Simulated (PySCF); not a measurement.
# TlO: from the state search to spectroscopic constants

What are the lowest state that PBE0 finds, the bond length, vibrational wavenumber and bond energy of TlO, and how much do these hang on the method?

The runs use PySCF 2.14.0; Tl def2-SVPD with ECP60, O def2-SVPD, scalar-relativistic core potentials.

### Step 1. Set-up

Settings of the job:

| Item | Value |
| --- | --- |
| atoms | Tl, O |
| charge | 0 |
| basis | Tl def2-SVPD with ECP60, O def2-SVPD |
| Hamiltonian | scalar-relativistic core potentials |
| basis functions | 55 |
| electrons treated | 29 |
| masses in u | 204.9744, 15.9949 |
| levels | PBE0, PBE, r²SCAN, TPSS, M06-L, BP86, CAM-B3LYP, HF, MP2, SCS-MP2, CCSD, CCSD(T) |
| grid | 80 radial by 434 angular points |
| occupations | held fixed by the projection of orbital angular momentum |
| dissociation limit | Tl + O, each in its ground configuration |
| starting distance in angstrom | 2.030 |
| values of 2S to try | 1, 3 |

Run with:

```bash
OMP_NUM_THREADS=1 python dia.py task.json out
```

After this run come: The PBE0 curve of the state that the search chose; Higher solutions at PBE0; PBE; r²SCAN (meta-GGA); TPSS; M06-L (meta-GGA); BP86 (GGA); CAM-B3LYP (range-separated hybrid); UHF (mean field); Adding correlation.

Before running it: what results should come out? Wanted: for each run, Re; ωe; De; μ.

**Answer**, as computed:

Lowest PBE0 solution found, without spin–orbit coupling: ²Π (doublet), unpaired electrons π ↑. State 2 has its PBE0 minimum 0.24 eV higher. The other levels ran on the lowest alone.

```tsv
level	Re (Å)	ωe (cm⁻¹)	De (eV)	μ (D)
UHF	2.210	456	1.38	-4.35
UHF-MP2	2.220	452	3.12	n/a
UHF-SCS-MP2	2.227	447	3.05	n/a
UHF-CCSD	2.225	446	2.89	n/a
UHF-CCSD(T)	2.232	440	3.02	n/a
PBE	2.250	423	3.59	-3.89
BP86	2.247	426	3.57	-3.86
TPSS	2.240	433	3.41	-3.86
r²SCAN	2.223	445	3.38	-3.85
M06-L	2.242	437	3.57	-4.08
PBE0	2.220	446	3.19	-4.04
CAM-B3LYP	2.214	452	3.28	-4.14
```

De is counted to Tl + O in their ground configurations. A positive dipole means Tl(−)O(+).

Differences from CCSD(T) in the same basis:

```tsv
level	Re (mÅ)	ωe (%)
UHF	-21	+3.6
UHF-MP2	-11	+2.6
UHF-SCS-MP2	-5	+1.6
UHF-CCSD	-7	+1.4
PBE	+18	-3.8
BP86	+15	-3.1
TPSS	+8	-1.8
r²SCAN	-9	+1.0
M06-L	+11	-0.8
PBE0	-11	+1.3
CAM-B3LYP	-17	+2.7
```

In words: Judged by CCSD(T) in the same basis: best bond length UHF-SCS-MP2 (-5 mÅ), worst UHF (-21 mÅ); best wavenumber M06-L (-0.8 %), worst PBE (-3.8 %). Hartree–Fock falls on the short and stiff side, its usual fault. PBE has the long and soft bond that GGAs tend to give. CCSD(T) in a basis this small is itself some way from its limit, more so than the functionals. Of the levels with a De here, UHF gives the least (1.38 eV) and PBE the most (3.59 eV).

Correlated steps freeze 5 core orbitals. Spin–orbit coupling is left out, which matters for elements this heavy, above all for dissociation energies. With spin–orbit coupling the term label itself may not hold.
